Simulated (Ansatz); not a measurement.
The system is NbTe.

```
CELL_PARAMETERS angstrom
3.70297 0.00000 0.00000
-1.85149 3.20687 0.00000
0.00000 0.00000 3.69421
ATOMIC_POSITIONS crystal
Te 0.66667 0.33333 0.00000
Nb 0.00000 0.00000 0.50000
```

The cell comes from a database or a generator and needn't be the stable form of this composition.

| Property | Result |
| --- | --- |
| Program | Ansatz 0.2.0 |
| Task | relaxation of cell and atoms |
| Functional | PBEsol |
| Dispersion | D3(BJ)-ATM |
| Potentials or basis | Ansatz PAW |
| Cutoff | 420 eV (not typed: the program's choice for these potentials) |
| k mesh | 8 × 8 × 7 |
| Occupations | fermi-dirac, width 0.05 eV |
| Spin | no spin polarisation |

At the start: volume 21.93 Å³/atom.

**Question.** Where does the relaxation end?

**Answer.** It ends after 6 steps and the volume is 20.28 Å³/atom (-7.5 %); space group P-6m2 (No. 187, to 0.05 Å).

The path:
```tsv
step	energy change (eV)	largest force (eV/Å)	volume (Å³)
1	0.0000	0.0000	43.87
2	-0.0100	0.0000	38.02
3	-0.0997	0.0000	40.85
4	-0.1019	0.0000	40.70
5	-0.1024	0.0000	40.57
6	-0.1017	0.0000	40.57
```

Final structure:
```xyz
2
Lattice="3.5788 0.0000 0.0000 -1.7894 3.0993 0.0000 0.0000 0.0000 3.6576" Properties=species:S:1:pos:R:3 pbc="T T T"
Te    1.7894    1.0331    0.0000
Nb    0.0000    0.0000    1.8288
```

Caveat: the plane-wave basis is chosen anew once the cell has moved, so the energies of steps on either side of that aren't comparable; pairwise dispersion overbinds metals, which lowers pressure and volume; the PAW data sets come from PBE, with cores solved anew for the run's functional, which leaves a small shift of forces and pressure.
